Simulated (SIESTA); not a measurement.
Runs of SIESTA 5.4.2 on NbTe. The structure is hexagonal, space group P-6m2 (No. 187). The conventional cell has a = 3.703 Å, b = 3.703 Å, c = 3.694 Å, α = 90.00°, β = 90.00°, γ = 120.00°. Te (site symmetry -6m2) is surrounded by 6 Nb at 2.83 Å. Around Nb (site symmetry -6m2) lie 6 Te at 2.83 Å. The cell comes from a database or a generator and needn't be the stable form of this composition.

```csv
level,potentials or basis,gap on the mesh (eV),pressure (GPa)
PW91,"PseudoDojo 0.4 standard (PBE files), DZP (energy shift 0.003 Ry; two zetas on semicore shells)",none,(b)
LDA,"PseudoDojo 0.4 standard (LDA files), DZP (energy shift 0.003 Ry; two zetas on semicore shells)",none,-4.8
BLYP,"PseudoDojo 0.4 standard (PBE files), DZP (energy shift 0.003 Ry; two zetas on semicore shells)",none,(a)
RPBE,"PseudoDojo 0.4 standard (PBE files), DZP (energy shift 0.003 Ry; two zetas on semicore shells)",none,4.3
WC,"PseudoDojo 0.4 standard (PBEsol files), DZP (energy shift 0.003 Ry; two zetas on semicore shells)",none,-1.8
```

Alike in all rows: task band structure; no spin polarisation; cell as given; k mesh 8 × 8 × 7; smearing fermi-dirac 0.05 eV; grid cutoff 800 Ry; energy shift 0.003 Ry.

Task: Estimate the missing entries.

Result: (a) 9.0; (b) 2.4.

Caveats: spin-orbit coupling is left out, which moves the levels of the heavy elements; the basis of atomic orbitals isn't converged, which shifts pressures, moduli and gaps; the potentials were made for another functional, which shifts forces and pressure (some runs).

A k mesh can miss the band edges, and the runs leave out spin-orbit coupling on Nb, Te.

A gap of «none» marks a metal or a gap under the smearing width.

Runs at the PBE level aren't shown here.
